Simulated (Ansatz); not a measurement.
# FGeH3O: the cost of one run

Method: the settings change from run to run; program: Ansatz 0.2.0, Gaussian basis.

## (1) The molecule

The geometry comes from an earlier relaxation with PBE0-D4 in a triple-zeta def2 set; it is a stationary point.

SMILES `[OH][GeH2][F]`, 6 atoms, charge 0, spin multiplicity 1.

Atoms are counted from 1 here; the program's logs count them from 0.

Bond lengths: O1–Ge2 1.760 Å, O1–H4 0.960 Å, Ge2–F3 1.738 Å, Ge2–H5 1.534 Å, Ge2–H6 1.526 Å. Angles: Ge2–O1–H4 113.6°, O1–Ge2–F3 107.6°, O1–Ge2–H5 112.1°, O1–Ge2–H6 106.3°, F3–Ge2–H5 105.1°, F3–Ge2–H6 107.8°, H5–Ge2–H6 117.4°.

## (2) CAM-B3LYP/def2-SVP

Options: charge -1, multiplicity 2, density fitting with def2-universal-jkfit, D4 dispersion.

Contents of in.yaml:

```yaml
crystal:
  periodic: [false, false, false]
  atoms:
    - {symbol: O, position_ang: [-1.334855, -0.126436, -0.294593]}
    - {symbol: Ge, position_ang: [0.317954, 0.186998, 0.224237]}
    - {symbol: F, position_ang: [1.090673, -1.349608, 0.477170]}
    - {symbol: H, position_ang: [-1.394420, -0.538407, -1.159686]}
    - {symbol: H, position_ang: [1.145410, 0.875428, -0.869288]}
    - {symbol: H, position_ang: [0.217337, 0.887927, 1.575961]}
basis:
  gaussian: {orbitals: def2-SVP, fitting: {mean_field: def2-universal-jkfit}}
total_charge: -1
magnetization: {spin_polarized: true, initial_magnetization: 1}
hamiltonian: {xc: {name: CAM-B3LYP}, dispersion: d4}
output: {forces: true}
```

On the command line:

```bash
> ansatz run in.yaml --threads 2 --pin off --events-out ev --progress --plain --max-ram 22528MiB --backend cpu
```

**Question.** How long does this run take on 2 threads of AMD EPYC 7R13, shared host, and how much memory does it need?

About 3.2 s, with a peak of 0.27 GiB.
